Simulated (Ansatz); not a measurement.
## NbCo3, space group Pm-3m: a comparison of norm-conserving and PAW potentials, step by step

Computed with Ansatz 0.2.0, Python API.

Typed at the interpreter:
```pycon
>>> from dataclasses import dataclass
>>> import ansatz as az
>>> import numpy as np
>>> import pandas as pd
>>> @dataclass
... class RunConfig:
...     filling: str = "Fermi-Dirac"
...     sigma: float = 0.05
...
>>> cfg = RunConfig()
>>> def count_gap(report):
...     # lowest empty less highest filled band, counting bands; zero where they overlap
...     return max(report.get("gap_by_band_count_ev") or 0.0, 0.0)
...
>>> xtal = (
...     az.Lattice.cubic(3.61448)
...     .space_group(221)
...     .atom("Nb", (0.0, 0.0, 0.0))
...     .atom("Co", (0.5, 0.5, 0.0))
...     .moments(Co=2.5)
... )
>>> xtal.resolved().tree()["lattice"]
((3.61448, 0.0, 0.0), (2.2132306812910625e-16, 3.61448, 0.0), (2.2132306812910625e-16, 2.2132306812910625e-16, 3.61448))
>>> setup = xtal.calculation()
>>> setup = setup.kpoints(6)
>>> setup = setup.spin("collinear")
>>> setup = setup.functional(az.Functional.LDA).occupations(cfg.filling, width=cfg.sigma)
>>> setup = setup.stress()
>>> setup = setup.forces().band_table()
>>> variants = {
...     "PAW": setup.pseudopotentials("paw"),
...     "norm-conserving": setup.pseudopotentials("nc"),
... }
>>> rows = []
>>> for label, variant in variants.items():
...     report = variant.run().report
...     levels = np.array(report["eigenvalues_ev"][0]) - report["fermi_energy_ev"]
...     print(label, "levels at the first k-point near E_F:", np.round(levels[np.abs(levels) < 5], 3))
...     rows.append((label, report["n_electrons"], np.trace(report["stress_gpa"]) / 3, count_gap(report), report["magnetization_mub"]))
...
DeckWarning: basis.ecutwfc = 420 eV, auto-derived from the records' recommended cutoffs: set by Nb (normal level)
RunWarning: the starting moments were not kept: the SCF closed with an absolute magnetisation of 6.2e-6 μB, where they sum to 7.5 μB in size (3 sites). That is at most 0.1 of that sum. Measured as dr2_m measures the in/out step, that magnetisation stands 2.6e-11 eV from none, at or under the dr2_threshold of 1.0e-7 eV: it is no larger than a step whose dr2_m would equal this threshold. The system [...]
PAW levels at the first k-point near E_F: [-3.945 -3.945 -3.945 -3.786 -1.548 -1.548 -1.548 -0.224 -0.224  0.22
  0.509  0.509  0.509  2.389  2.389  3.248  3.248  3.248  3.896  3.896
  3.896]
DeckWarning: basis.ecutwfc = 1306.14654 eV, auto-derived from the records' recommended cutoffs: set by Co (normal level)
norm-conserving levels at the first k-point near E_F: [-3.939 -3.939 -3.939 -3.766 -1.542 -1.542 -1.542 -0.204 -0.204  0.224
  0.493  0.493  0.493  2.398  2.398  3.264  3.264  3.264  3.911  3.911
  3.911]
>>> print(pd.DataFrame(rows, columns=["treatment", "electrons in bands", "P GPa", "gap by band count eV", "moment muB"]).round(4).to_string(index=False))
      treatment  electrons in bands    P GPa  gap by band count eV  moment muB
            PAW                64.0 -12.3115                   0.0        -0.0
norm-conserving                64.0 -12.3977                   0.0        -0.0
```

PAW gives -12.311 GPa and norm-conserving -12.398 GPa, 0.09 GPa apart. They took 6.6 and 10.8 s of processor time.

Notes:
- Total energies depend on the potentials; only differences at equal settings carry meaning. A total without «per atom» is that of the whole cell that was run.
- The SCF didn't keep the moments it started from (some shrank, vanished or turned); what is printed is the state reached.
- The mesh is modest for a metal, so energies can be off by several to tens of meV an atom and pressures by half a GPa or more; differences at equal mesh fare better.
- A gap by band count of zero or less means overlapping bands, a metal.
- At these settings the cell as given stands under about -12 GPa, so it isn't at this functional's equilibrium volume.
- This cell is a computed structure, which may not be the phase found in nature.
- Levels are Kohn-Sham eigenvalues on this mesh, without spin-orbit coupling.
- Warnings are shown shortened and without file and line.
- Stress is positive in compression.
- The whole script took 18 s on 1 thread of AMD EPYC 9R45 96-Core Processor (Zen 5), on a shared host, peak memory 0.72 GiB.
